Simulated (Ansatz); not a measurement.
# AsP: the cost of one run

Method: DFT LDA, scalar-relativistic, plane waves, PAW, in Ansatz 0.2.0.

### Step 1. The system as given

Symmetry: R3m, No. 160, trigonal system. The conventional cell has a = 3.685 Å, b = 3.685 Å, c = 9.979 Å, α = 90.00°, β = 90.00°, γ = 120.00°. P (site symmetry 3m) has 3 As at 2.45 Å as nearest neighbours. As (site symmetry 3m) is surrounded by 3 P at 2.45 Å.

Structure file:

```
CELL_PARAMETERS angstrom
1.84263 1.06384 3.32627
-1.84263 1.06384 3.32627
0.00000 -2.12769 3.32627
ATOMIC_POSITIONS crystal
P 0.77252 0.77252 0.77252
As 0.22748 0.22748 0.22748
```

The structure comes from the Materials Project (structure only).

### Step 2. Probe: one point at the start

The input, input.yaml:

```yaml
crystal:
  lattice:
    - [1.8426322155, 1.0638442056, 3.3262746275]
    - [-1.8426322155, 1.0638442056, 3.3262746275]
    - [0.0, -2.1276884113, 3.3262746275]
  atoms:
    - { symbol: P, position: [0.772523, 0.772523, 0.772523] }
    - { symbol: As, position: [0.227477, 0.227477, 0.227477] }
basis:
  ecutwfc: 420
kpoints:
  mp_grid: { grid: [6, 6, 6] }
hamiltonian:
  xc: lda
scf:
  occupations: { method: gaussian, width: 0.1 }
output:
  forces: true
  stress: true
  eigenvalues: true
```

Command:

```sh
> ansatz run input.yaml --threads 1 --pin off --max-ram 1228MiB --backend cpu --events-out ev --progress --plain --runs-dir out
```

Q: Estimate wall time and peak memory on 1 thread of an x86-64 CPU, shared host.

About 2 s, with a peak of 0.41 GiB.
